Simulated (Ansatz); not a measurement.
# ClF2GeH: the cost of one run

Method: RHF/def2-SVP, in Ansatz 0.2.0.

### 1 The starting structure

Bond lengths: Ge1–H2 1.550 Å, Ge1–F3 1.680 Å, Ge1–F4 1.679 Å, Ge1–Cl5 2.218 Å. Angles: H2–Ge1–F3 109.4°, H2–Ge1–F4 109.5°, H2–Ge1–Cl5 109.5°, F3–Ge1–F4 109.5°, F3–Ge1–Cl5 109.5°, F4–Ge1–Cl5 109.5°.

Coordinates:

```xyz
5

Ge    0.0000    0.0000    0.0000
H     0.0000    0.0000    1.5500
F     1.5842    0.0000   -0.5594
F    -0.7913    1.3709   -0.5594
Cl   -1.0456   -1.8115   -0.7393
```

### 2 Preparing the start

Input file input.yaml:

```yaml
crystal:
  periodic: [false, false, false]
  atoms:
    - { symbol: Ge, position_ang: [0.0, 0.0, 0.0] }
    - { symbol: H, position_ang: [0.0, 0.0, 1.55] }
    - { symbol: F, position_ang: [1.5842, 0.0, -0.5594] }
    - { symbol: F, position_ang: [-0.7913, 1.3709, -0.5594] }
    - { symbol: Cl, position_ang: [-1.0456, -1.8115, -0.7393] }
basis:
  gaussian: { orbitals: def2-SVP }
hamiltonian:
  xc: hf
relax:
  f_tol: 0.02
  max_steps: 40
output:
  orbitals: {}
```

Started as:

```console
$ ansatz run input.yaml --threads 1 --pin off --max-ram 2048MiB --backend cpu --events-out ev --progress --plain --runs-dir out
```

What time and memory should one allow on 1 thread of Arm Neoverse V1, shared host?

About 13 s, with a peak of 0.16 GiB.
